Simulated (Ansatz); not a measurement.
# Al2AuS4: the cost of one run

Computed with Ansatz 0.2.0 (reference: DFT r2SCAN, plane waves, PAW, scalar-relativistic, no spin polarisation, unless a step's input says otherwise).

**1. The structure to begin with**

The structure is tetragonal, space group I-4 (No. 82). Conventional cell: a = 5.274 Å, b = 5.274 Å, c = 10.446 Å, α = 90.00°, β = 90.00°, γ = 90.00°. Au (site symmetry -4) is surrounded by 4 S at 2.34 Å. Around Al (site symmetry -4) lie 4 S at 2.28 Å. Around S (site symmetry 1) lie 2 Al at 2.28 Å and 1 Au at 2.34 Å.

Coordinates:

```
CELL_PARAMETERS angstrom
0.00000 5.27404 0.00000
5.27404 0.00000 0.00000
2.63702 2.63702 -5.22325
ATOMIC_POSITIONS crystal
Au 0.00000 0.00000 0.00000
Al 0.75000 0.25000 0.50000
S 0.38000 0.39000 0.74000
S 0.61000 0.12000 0.26000
S 0.88000 0.87000 0.74000
S 0.13000 0.62000 0.26000
Al 0.50000 0.50000 0.00000
```

**2. Baseline**

File input.yaml:

```yaml
crystal:
  lattice:
    - [0.0, 5.274042, 0.0]
    - [5.274042, 0.0, 0.0]
    - [2.637021, 2.637021, -5.223247]
  atoms:
    - { symbol: Au, position: [0.0, 0.0, 0.0] }
    - { symbol: Al, position: [0.75, 0.25, 0.5] }
    - { symbol: S, position: [0.38, 0.39, 0.74] }
    - { symbol: S, position: [0.61, 0.12, 0.26] }
    - { symbol: S, position: [0.88, 0.87, 0.74] }
    - { symbol: S, position: [0.13, 0.62, 0.26] }
    - { symbol: Al, position: [0.5, 0.5, 0.0] }
  symmetry: { tolerance: 0.0003 }
kpoints:
  mp_grid: { grid: [4, 4, 4], shift: [0, 0, 0] }
magnetization:
  spin_polarized: false
scf:
  occupations: { method: fermi_dirac }
hamiltonian:
  pseudopotentials: { kind: paw }
  xc: r2scan
basis:
  ecutwfc: 500
output:
  forces: true
  stress: true
  eigenvalues: true
```

Command:

```
$ ansatz run input.yaml --threads 1 --pin off --max-ram 2560MiB --backend cpu --events-out ev --progress --plain --runs-dir out
```

What time and memory should one allow on 1 thread of an x86-64 CPU, shared host?

About 8.9 s, with a peak of 0.73 GiB.
